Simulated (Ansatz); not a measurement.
The system is SiRh3.

```
Rh Si
1.0
    -1.93357    1.93357    3.66934
     1.93357   -1.93357    3.66934
     1.93357    1.93357   -3.66934
Rh Si
3 1
Direct
  0.50000 0.50000 0.00000
  0.25000 0.75000 0.50000
  0.75000 0.25000 0.50000
  0.00000 0.00000 0.00000
```

The cell comes from a database or a generator and needn't be the stable form of this composition.

```yaml
Program: Ansatz 0.2.0
Task: relaxation of cell and atoms
Functional: PBEsol
Potentials_or_basis: Ansatz PAW
Cutoff: "420 eV (not typed: the program's choice for these potentials)"
k_mesh: 10 × 10 × 10
Occupations: fermi-dirac, width 0.05 eV
Spin: no spin polarisation
```

At the start: volume 13.72 Å³/atom.

Question: Where does the relaxation end?

Answer: It ends after 5 steps and the volume is 13.13 Å³/atom (-4.3 %); space group I4/mmm (No. 139, to 0.05 Å).

Step by step:
| step | energy change (eV) | largest force (eV/Å) | volume (Å³) |
| --- | --- | --- | --- |
| 1 | 0.0000 | 0.0000 | 54.87 |
| 2 | -0.0421 | 0.0000 | 50.94 |
| 3 | -0.0831 | 0.0000 | 52.65 |
| 4 | -0.0835 | 0.0000 | 52.52 |
| 5 | -0.0824 | 0.0000 | 52.52 |

Final structure:
```
CELL_PARAMETERS angstrom
-1.90312 1.90312 3.62488
1.90312 -1.90312 3.62488
1.90312 1.90312 -3.62488
ATOMIC_POSITIONS crystal
Rh 0.50000 0.50000 0.00000
Rh 0.25000 0.75000 0.50000
Rh 0.75000 0.25000 0.50000
Si 0.00000 0.00000 0.00000
```

Caveat: the plane-wave basis is chosen anew once the cell has moved, so the energies of steps on either side of that aren't comparable; the PAW data sets come from PBE, with cores solved anew for the run's functional, which leaves a small shift of forces and pressure.
